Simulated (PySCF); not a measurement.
# H2O4Os (Os(O)3(H2O)): the cost of one run

Method: TPSS, Os def2-SVP with ECP60, O def2-SVP, H def2-SVP; scalar-relativistic core potentials, no spin–orbit coupling; program: PySCF 2.14.0.

3 further runs of the same task are left out: 2 for a known fault of the program, 1 set aside as unsound or not needed.

## Step 1: Starting geometry

7 atoms, charge 0, spin multiplicity 1.

Bond lengths: Os1–O2 1.465 Å, Os1–O3 1.465 Å, Os1–O4 1.465 Å, O5–H6 0.970 Å, O5–H7 0.970 Å. Angles: O2–Os1–O3 109.5°, O2–Os1–O4 109.5°, O3–Os1–O4 109.5°, H6–O5–H7 105.1°.

Geometry (Å):

```
Os    0.0000    0.0000    0.0000
O     0.8459    0.8459    0.8459
O    -0.8459   -0.8459    0.8459
O     0.8459   -0.8459   -0.8459
O    -1.1432    1.1432   -1.1432
H    -1.4838    2.0283   -0.9393
H    -1.4838    0.9393   -2.0283
```

Formal oxidation states: Os +6.

## Step 2: SCF at the start, singlet

Contents of run.py (the lines that set the calculation):

```python
mol = gto.M(atom='''
Os     0.00000     0.00000     0.00000
O      0.84590     0.84590     0.84590
O     -0.84590    -0.84590     0.84590
O      0.84590    -0.84590    -0.84590
O     -1.14320     1.14320    -1.14320
H     -1.48380     2.02830    -0.93930
H     -1.48380     0.93930    -2.02830''',
    basis={'Os': 'def2-SVP', 'O': 'def2-SVP', 'H': 'def2-SVP'},
    ecp={'Os': 'def2-SVP'},
    charge=0, spin=0)
mf = dft.RKS(mol, xc='TPSS')
mf.grids.atom_grid = (50, 194)
mf = mf.density_fit()  # fitting sets: Os def2-universal-JKFIT, O def2-universal-JKFIT, H def2-universal-JKFIT
mf.conv_tol = 1e-08; mf.max_cycle = 55
mf.kernel(dm0)  # dm0: free metal ions and neutral atoms
```

Run with:

```bash
$ OMP_NUM_THREADS=2 python run.py
```

Q: Estimate wall time and peak memory on 2 threads of Arm Neoverse V2, shared host.

About 16 s, with a peak of 0.79 GiB.
